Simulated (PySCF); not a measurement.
# A diatomic session: GeSb

One job finds the state of GeSb, follows it along the bond with each method and fits the curves.

The runs use PySCF 2.14.0; Ge x2c-SVPall, Sb x2c-SVPall, spin-free X2C with a Gaussian nucleus.

### Step 1. Set-up

A driver script around PySCF takes these settings:

```json
{"atoms": "Ge, Sb", "charge": "0", "basis": "Ge x2c-SVPall, Sb x2c-SVPall", "Hamiltonian": "spin-free X2C with a Gaussian nucleus", "basis functions": "68", "electrons treated": "83", "masses in u": "73.9212, 120.9038", "levels": "PBE0, PBE, r²SCAN, M06, BHandHLYP, LDA, HSE06, HF, MP2, SCS-MP2, CCSD, CCSD(T)", "grid": "80 radial by 434 angular points", "occupations": "held fixed by the projection of orbital angular momentum", "dissociation limit": "Ge + Sb, each in its ground configuration", "starting distance in angstrom": "2.525", "values of 2S to try": "1, 3, 5"}
```

Run with:

```sh
$ OMP_NUM_THREADS=1 python dia.py task.json out
```

The runs that follow: PBE0 along the bond; Other states along the same grid; PBE (GGA); r²SCAN (meta-GGA); M06; BHandHLYP; LDA (local density); HSE06 (range-separated hybrid); UHF; Adding correlation.

Before running it: what results should come out? Wanted: for each run, Re; ωe; De; μ.

**Answer**, as computed:

Lowest PBE0 solution found, without spin–orbit coupling: ²Π (doublet), unpaired electrons π ↑. State 3 has its PBE0 minimum 1.12 eV higher. State 4 has its PBE0 minimum 1.46 eV higher, as a spin-mixed determinant (⟨S²⟩ = 1.76), so this is no gap between pure states. The other levels ran on the lowest alone.

```csv
level,Re (Å),ωe (cm⁻¹),De (eV),μ (D)
UHF-CCSD,2.462,282.4,1.84,n/a
LDA,2.434,289.2,3.80,-0.14
PBE,2.470,277.4,3.02,-0.20
r²SCAN,2.445,287.8,2.70,-0.23
PBE0,2.436,295.7,2.64,-0.32
M06,2.455,289.1,3.22,-0.13
HSE06,2.441,294.4,2.77,-0.31
```

De is counted to Ge + Sb in their ground configurations. A positive dipole means Ge(−)Sb(+). No constants: UHF (the points don't follow one smooth fit); UHF-MP2 (the points don't follow one smooth fit); UHF-SCS-MP2 (the points don't follow one smooth fit); UHF-CCSD(T) (the points don't follow one smooth fit); BHandHLYP (the points don't follow one smooth fit).

The methods spread over 0.036 Å in bond length, from LDA to PBE. Among the levels with a De in the table, it runs from 1.84 eV (UHF-CCSD) to 3.80 eV (LDA).

Correlated steps freeze 27 core orbitals. Spin–orbit coupling is left out, which matters for elements this heavy, above all for dissociation energies. At some levels the lowest empty orbital lies below the highest filled one (the two can be of opposite spin). With spin–orbit coupling the term label itself may not hold.
